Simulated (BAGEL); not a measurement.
# HF/STO-3G (density fitting with qzvpp-jkfit) run of B2PNH6 (SMILES BB(N)P)

Aim: the vertical ionisation energy of B2PNH6 at HF/STO-3G (density fitting with qzvpp-jkfit), from 2 runs. 

The calculation is run with BAGEL 1.2.2.

3 further runs of the same task are left out: 1 that didn't finish, 2 set aside as unsound or not needed.

### Step 1. The molecule

B2PNH6 has 10 atoms, charge 0, and is taken as a singlet. As SMILES, `BB(N)P`. The coordinates come from a GFN2-xTB relaxation. This is one conformer, not always the lowest.

Bond lengths: B1–B2 1.617 Å, B2–N3 1.381 Å, B2–P4 1.970 Å, B1–H5 1.176 Å, B1–H6 1.175 Å, N3–H7 1.007 Å, N3–H8 1.009 Å, P4–H9 1.392 Å, P4–H10 1.392 Å. Some angles: B1–B2–N3 138.3°, B1–B2–P4 106.4°, N3–B2–P4 115.3°, B2–B1–H5 122.1°, B2–B1–H6 121.8°, B2–N3–H7 123.8°, B2–N3–H8 124.1°, B2–P4–H9 93.9°, B2–P4–H10 97.0°, H5–B1–H6 115.0°.

### Step 2. The energy at HF/STO-3G (density fitting with qzvpp-jkfit)

Input file input.json:

```json
{ "bagel": [

{
  "title": "molecule",
  "basis": "sto-3g",
  "df_basis": "qzvpp-jkfit",
  "angstrom": true,
  "geometry": [
    { "atom": "B", "xyz": [   -1.467360,    0.208990,    0.202310 ] },
    { "atom": "B", "xyz": [    0.023320,   -0.372010,   -0.031290 ] },
    { "atom": "N", "xyz": [    0.625300,   -1.449030,   -0.652580 ] },
    { "atom": "P", "xyz": [    1.258470,    0.914470,    0.804540 ] },
    { "atom": "H", "xyz": [   -1.962930,    0.973880,   -0.540310 ] },
    { "atom": "H", "xyz": [   -2.033300,    0.070790,    1.223280 ] },
    { "atom": "H", "xyz": [    0.116800,   -2.177260,   -1.126850 ] },
    { "atom": "H", "xyz": [    1.621630,   -1.605220,   -0.673110 ] },
    { "atom": "H", "xyz": [    1.517950,    1.584980,   -0.387910 ] },
    { "atom": "H", "xyz": [    0.300130,    1.850390,    1.181910 ] }
  ]
},
{
  "title": "hf",
  "charge": 0
},
{
  "title": "print",
  "file": "orbitals.molden",
  "orbitals": true
}

]}
```

Started as:

```console
$ BAGEL_NUM_THREADS=1 BAGEL input.json > input.out
```

Output:

```text
* using 1 threads per process

  ===============================================================
  ===============================================================

  *** Geometry ***

  { "atom" : "B", "xyz" : [     -2.772909,      0.394934,      0.382310 ] },
  { "atom" : "B", "xyz" : [      0.044068,     -0.702997,     -0.059130 ] },
  { "atom" : "N", "xyz" : [      1.181646,     -2.738270,     -1.233197 ] },
  { "atom" : "P", "xyz" : [      2.378164,      1.728098,      1.520360 ] },
  { "atom" : "H", "xyz" : [     -3.709400,      1.840366,     -1.021038 ] },
  { "atom" : "H", "xyz" : [     -3.842380,      0.133774,      2.311664 ] },
  { "atom" : "H", "xyz" : [      0.220720,     -4.114425,     -2.129438 ] },
  { "atom" : "H", "xyz" : [      3.064437,     -3.033426,     -1.271994 ] },
  { "atom" : "H", "xyz" : [      2.868510,      2.995178,     -0.733044 ] },
  { "atom" : "H", "xyz" : [      0.567164,      3.496730,      2.233486 ] },

  Number of auxiliary basis functions:      463

  Since a DF basis is specified, we compute 2- and 3-index integrals:
    o Being stored without compression. Storage requirement is 0.003 GB

  Number of basis functions:       30
  Number of electrons      :       38

    * METHOD: MOLECULE                             0.15

  *** RHF ***

  === Nuclear Repulsion ===
   131.1422293528

      * DIIS with orbital gradients will be used.

  === RHF iteration (sto-3g) ===
      0       -442.85487189          0.01009144           0.02
      1       -442.89647753          0.00304621           0.02
      2       -442.90019839          0.00103082           0.02
      3       -442.90065323          0.00020089           0.02
      4       -442.90067703          0.00007171           0.02
      5       -442.90068002          0.00002062           0.02
      6       -442.90068022          0.00000620           0.02
      7       -442.90068024          0.00000086           0.02
      8       -442.90068024          0.00000022           0.02
      9       -442.90068024          0.00000008           0.02
     10       -442.90068024          0.00000002           0.02
     11       -442.90068024          0.00000001           0.02
    * SCF iteration converged.

    * Permanent dipole moment:
           (   -0.212748,     0.595812,     0.474338) a.u.

    * METHOD: HF                                   0.29

    * METHOD: PRINT                                0.00

  ===============================================================
```

Run time: 0.6 s. Hardware: 1 thread of Arm Neoverse V2, shared host; peak memory 0.081 GiB.

### Step 3. The doublet cation at the same level

Input file calc.json:

```json
{ "bagel": [

{
  "title": "molecule",
  "basis": "sto-3g",
  "df_basis": "qzvpp-jkfit",
  "angstrom": "true",
  "geometry": [
    { "atom": "B", "xyz": [   -1.467360,    0.208990,    0.202310 ] },
    { "atom": "B", "xyz": [    0.023320,   -0.372010,   -0.031290 ] },
    { "atom": "N", "xyz": [    0.625300,   -1.449030,   -0.652580 ] },
    { "atom": "P", "xyz": [    1.258470,    0.914470,    0.804540 ] },
    { "atom": "H", "xyz": [   -1.962930,    0.973880,   -0.540310 ] },
    { "atom": "H", "xyz": [   -2.033300,    0.070790,    1.223280 ] },
    { "atom": "H", "xyz": [    0.116800,   -2.177260,   -1.126850 ] },
    { "atom": "H", "xyz": [    1.621630,   -1.605220,   -0.673110 ] },
    { "atom": "H", "xyz": [    1.517950,    1.584980,   -0.387910 ] },
    { "atom": "H", "xyz": [    0.300130,    1.850390,    1.181910 ] }
  ]
},
{
  "title": "uhf",
  "charge": 1,
  "nopen": 1
},
{
  "title": "print",
  "file": "orbitals.molden",
  "orbitals": "true"
}

]}
```

Started as:

```console
$ BAGEL_NUM_THREADS=1 BAGEL calc.json > calc.out
```

Output:

```text
* using 1 threads per process

  ===============================================================
  ===============================================================

  *** Geometry ***

  { "atom" : "B", "xyz" : [     -2.772909,      0.394934,      0.382310 ] },
  { "atom" : "B", "xyz" : [      0.044068,     -0.702997,     -0.059130 ] },
  { "atom" : "N", "xyz" : [      1.181646,     -2.738270,     -1.233197 ] },
  { "atom" : "P", "xyz" : [      2.378164,      1.728098,      1.520360 ] },
  { "atom" : "H", "xyz" : [     -3.709400,      1.840366,     -1.021038 ] },
  { "atom" : "H", "xyz" : [     -3.842380,      0.133774,      2.311664 ] },
  { "atom" : "H", "xyz" : [      0.220720,     -4.114425,     -2.129438 ] },
  { "atom" : "H", "xyz" : [      3.064437,     -3.033426,     -1.271994 ] },
  { "atom" : "H", "xyz" : [      2.868510,      2.995178,     -0.733044 ] },
  { "atom" : "H", "xyz" : [      0.567164,      3.496730,      2.233486 ] },

  Number of auxiliary basis functions:      463

  Since a DF basis is specified, we compute 2- and 3-index integrals:
    o Being stored without compression. Storage requirement is 0.003 GB

  Number of basis functions:       30
  Number of electrons      :       38

    * METHOD: MOLECULE                             0.15

  *** Open-shell HF ***

  === Nuclear Repulsion ===
   131.1422293528

      * DIIS with orbital gradients will be used.

  === UHF iteration (sto-3g) ===
      0       -442.60498655          0.02513643           0.03
      1       -442.67144058          0.00915432           0.04
      2       -442.68108588          0.00400554           0.04
      3       -442.68360232          0.00206139           0.03
      4       -442.68560346          0.00113634           0.03
      5       -442.68669680          0.00050542           0.04
      6       -442.68701616          0.00020116           0.04
      7       -442.68706420          0.00005550           0.03
      8       -442.68706767          0.00002293           0.04
      9       -442.68706857          0.00000971           0.04
     10       -442.68706905          0.00000430           0.03
     11       -442.68706926          0.00000238           0.03
     12       -442.68706937          0.00000162           0.04
     13       -442.68706942          0.00000090           0.04
     14       -442.68706944          0.00000041           0.04
     15       -442.68706944          0.00000017           0.03
     16       -442.68706944          0.00000007           0.03
     17       -442.68706944          0.00000004           0.04
     18       -442.68706944          0.00000003           0.03
     19       -442.68706944          0.00000002           0.04
     20       -442.68706944          0.00000001           0.04
     21       -442.68706944          0.00000001           0.04
    * SCF iteration converged.

    * S^2 (UHF) is 0.7623

    * Permanent dipole moment:
           (   -0.955850,    -0.196203,    -0.103755) a.u.

    * METHOD: UHF                                  0.85

    * METHOD: PRINT                                0.00

  ===============================================================
```

Run time: 1.2 s. Hardware: 1 thread of Arm Neoverse V2, shared host; peak memory 0.081 GiB.

### Step 4. Summary of results

Level: HF/STO-3G (density fitting with qzvpp-jkfit).

| quantity | value |
| --- | --- |
| singlet B2PNH6: total energy | -442.90068 Eh |
| singlet B2PNH6: dipole moment | 2.01 D |
| singlet B2PNH6: HOMO energy | -6.82 eV |
| singlet B2PNH6: LUMO energy | 7.11 eV |
| singlet B2PNH6: HOMO–LUMO gap | 13.93 eV |
| doublet cation: total energy | -442.68707 Eh |
| doublet cation: ⟨S²⟩ | 0.762 |
| vertical ionisation energy (to the doublet cation) | 5.813 eV |

In words: The vertical ionisation energy comes to 5.81 eV (134 kcal/mol). −ε(HOMO) before ionisation, 6.82 eV, is 1.01 eV above this ionisation energy. In a minimal basis such a difference can be off by several eV, whatever the method.
